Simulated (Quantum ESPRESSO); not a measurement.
# Ge (I4_1/amd) in Quantum ESPRESSO: single point with PBEsol

Aim: the single point of Ge with PBEsol.

Program: Quantum ESPRESSO 7.5. These are calculated values, not measurements. Logs are shortened: lines on timing, memory, paths and dates and some standing lists are left out, and cuts for length are marked.

### 1 The structure

Symmetry: I4_1/amd, No. 141, tetragonal system. The conventional cell has a = 3.856 Å, b = 3.856 Å, c = 5.844 Å, α = 90.00°, β = 90.00°, γ = 90.00°. Ge (site symmetry -4m2) has 4 Ge at 2.42 Å as nearest neighbours.

### 2 Single point, PBEsol

pw.in reads:

```
&CONTROL
  calculation = 'scf'
  prefix = 'pwscf'
  outdir = './tmp'
  pseudo_dir = './pseudo'
  tprnfor = .true.
  tstress = .true.
  disk_io = 'nowf'
/
&SYSTEM
  ibrav = 0
  nat = 2
  ntyp = 1
  ecutwfc = 78
  nbnd = 21
  occupations = 'smearing'
  smearing = 'gaussian'
  degauss = 0.00073499
/
&ELECTRONS
  conv_thr = 4d-10
  electron_maxstep = 120
  mixing_beta = 0.5
/
ATOMIC_SPECIES
Ge    72.6300 Ge.upf
CELL_PARAMETERS angstrom
   0.0000000000    2.7264000000    2.9217920000
   2.7264000000    0.0000000000    2.9217920000
   2.7264000000    2.7264000000    0.0000000000
ATOMIC_POSITIONS crystal
Ge     0.0000000000    0.0000000000    0.0000000000
Ge     0.2500000000    0.2500000000    0.2500000000
K_POINTS automatic
10 10 10 0 0 0
```

Potentials or basis: PseudoDojo 0.4.1 SR PBEsol standard.

Launch:

```sh
$ OMP_NUM_THREADS=1 pw.x -in pw.in > pw.out
```

pw.out:

```text
This program is part of the open-source Quantum ESPRESSO suite
     for quantum simulation of materials; please cite
[... 9 lines left out ...]
     --------------------
     sticks:   dense  smooth     PW     G-vecs:    dense   smooth      PW
     Sum        1197    1197    359                27279    27279    4409

     Using Slab Decomposition

     bravais-lattice index     =            0
     lattice parameter (alat)  =       7.5518  a.u.
     unit-cell volume          =     293.1265 (a.u.)^3
     number of atoms/cell      =            2
     number of atomic types    =            1
     number of electrons       =        28.00
     number of Kohn-Sham states=           21
     kinetic-energy cutoff     =      78.0000  Ry
     charge density cutoff     =     312.0000  Ry
     scf convergence threshold =      4.0E-10
     mixing beta               =       0.5000
     number of iterations used =            8  plain     mixing
     Exchange-correlation= PBESOL
                           (   1   4  10   8   0   0   0)

     celldm(1)=   7.551844  celldm(2)=   0.000000  celldm(3)=   0.000000
     celldm(4)=   0.000000  celldm(5)=   0.000000  celldm(6)=   0.000000

     crystal axes: (cart. coord. in units of alat)
               a(1) = (   0.000000   0.682237   0.731131 )
               a(2) = (   0.682237   0.000000   0.731131 )
               a(3) = (   0.682237   0.682237   0.000000 )

     reciprocal axes: (cart. coord. in units 2 pi/alat)
               b(1) = ( -0.732883  0.732883  0.683872 )
               b(2) = (  0.732883 -0.732883  0.683872 )
               b(3) = (  0.732883  0.732883 -0.683872 )

     PseudoPot. # 1 for Ge read from file:
     Ge.upf
     Pseudo is Norm-conserving + core correction, Zval = 14.0
     Generated using ONCVPSP code by D. R. Hamann
     Using radial grid of 1560 points,  6 beta functions with:
                l(1) =   0
                l(2) =   0
                l(3) =   1
                l(4) =   1
                l(5) =   2
                l(6) =   2

     atomic species   valence    mass     pseudopotential
     Ge               14.00    72.63000     Ge( 1.00)

     16 Sym. Ops., with inversion, found ( 8 have fractional translation)

   Cartesian axes

     site n.     atom                  positions (alat units)
         1        Ge     tau(   1) = (   0.0000000   0.0000000   0.0000000  )
         2        Ge     tau(   2) = (   0.3411186   0.3411186   0.3655654  )

     number of k points=   102  Gaussian smearing, width (Ry)=  0.0007

     Number of k-points >= 100: set verbosity='high' to print them.

     Dense  grid:    27279 G-vectors     FFT dimensions: (  48,  48,  48)

     Initial potential from superposition of free atoms

     starting charge      27.9985, renormalised to      28.0000
     Starting wfcs are   18 randomized atomic wfcs +    3 random wfcs

     Self-consistent Calculation

     iteration #  1     ecut=    78.00 Ry     beta= 0.50
     Davidson diagonalization with overlap
     ethr =  1.00E-02,  avg # of iterations =  5.2

     Threshold (ethr) on eigenvalues was too large:
     Diagonalizing with lowered threshold

     Davidson diagonalization with overlap
     ethr =  1.22E-04,  avg # of iterations =  3.8

     total energy              =    -356.80290288 Ry
     estimated scf accuracy    <       0.03514710 Ry

     iteration #  2     ecut=    78.00 Ry     beta= 0.50
     Davidson diagonalization with overlap
     ethr =  1.26E-04,  avg # of iterations =  1.0

     total energy              =    -356.80204180 Ry
     estimated scf accuracy    <       0.00614169 Ry

     iteration #  3     ecut=    78.00 Ry     beta= 0.50
     Davidson diagonalization with overlap
     ethr =  2.19E-05,  avg # of iterations =  2.6

     total energy              =    -356.80242071 Ry
     estimated scf accuracy    <       0.00008669 Ry

     iteration #  4     ecut=    78.00 Ry     beta= 0.50
     Davidson diagonalization with overlap
     ethr =  3.10E-07,  avg # of iterations =  4.6

     total energy              =    -356.80243251 Ry
     estimated scf accuracy    <       0.00000532 Ry

     iteration #  5     ecut=    78.00 Ry     beta= 0.50
     Davidson diagonalization with overlap
     ethr =  1.90E-08,  avg # of iterations =  1.4

     total energy              =    -356.80243257 Ry
     estimated scf accuracy    <       0.00000046 Ry

     iteration #  6     ecut=    78.00 Ry     beta= 0.50
     Davidson diagonalization with overlap
     ethr =  1.63E-09,  avg # of iterations =  2.0

     total energy              =    -356.80243277 Ry
     estimated scf accuracy    <       0.00000009 Ry

     iteration #  7     ecut=    78.00 Ry     beta= 0.50
     Davidson diagonalization with overlap
     ethr =  3.33E-10,  avg # of iterations =  2.0

     total energy              =    -356.80243279 Ry
     estimated scf accuracy    <          2.5E-09 Ry

     iteration #  8     ecut=    78.00 Ry     beta= 0.50
     Davidson diagonalization with overlap
     ethr =  9.05E-12,  avg # of iterations =  2.0

     End of self-consistent calculation

     Number of k-points >= 100: set verbosity='high' to print the bands.

     the Fermi energy is    10.1672 ev

!    total energy              =    -356.80243279 Ry
     estimated scf accuracy    <          2.4E-10 Ry
     smearing contrib. (-TS)   =      -0.00000166 Ry
     internal energy E=F+TS    =    -356.80243113 Ry

     The total energy is F=E-TS. E is the sum of the following terms:
     one-electron contribution =    -178.77371286 Ry
     hartree contribution      =     108.79823369 Ry
     xc contribution           =     -86.42833158 Ry
     ewald contribution        =    -200.39862039 Ry

     convergence has been achieved in   8 iterations

     Forces acting on atoms (cartesian axes, Ry/au):

     atom    1 type  1   force =     0.00000000    0.00000000    0.00000000
     atom    2 type  1   force =     0.00000000    0.00000000    0.00000000

     Total force =     0.000000     Total SCF correction =     0.000000

     Computing stress (Cartesian axis) and pressure

          total   stress  (Ry/bohr**3)                   (kbar)     P=       37.99
   0.00038821   0.00000000   0.00000000           57.11        0.00        0.00
  -0.00000000   0.00038821   0.00000000           -0.00       57.11        0.00
   0.00000000  -0.00000000  -0.00000168            0.00       -0.00       -0.25

=------------------------------------------------------------------------------=
   JOB DONE.
=------------------------------------------------------------------------------=
```

It took 2.4 min on 1 thread of Intel Xeon Platinum 8375C at 2.90GHz (Ice Lake), shared host; peak memory 0.17 GiB.

What came out:

```
Free energy            : -4854.5444 eV
Pressure               : 3.8 GPa
Band gap on the k mesh : none (metal or under the smearing width)
```
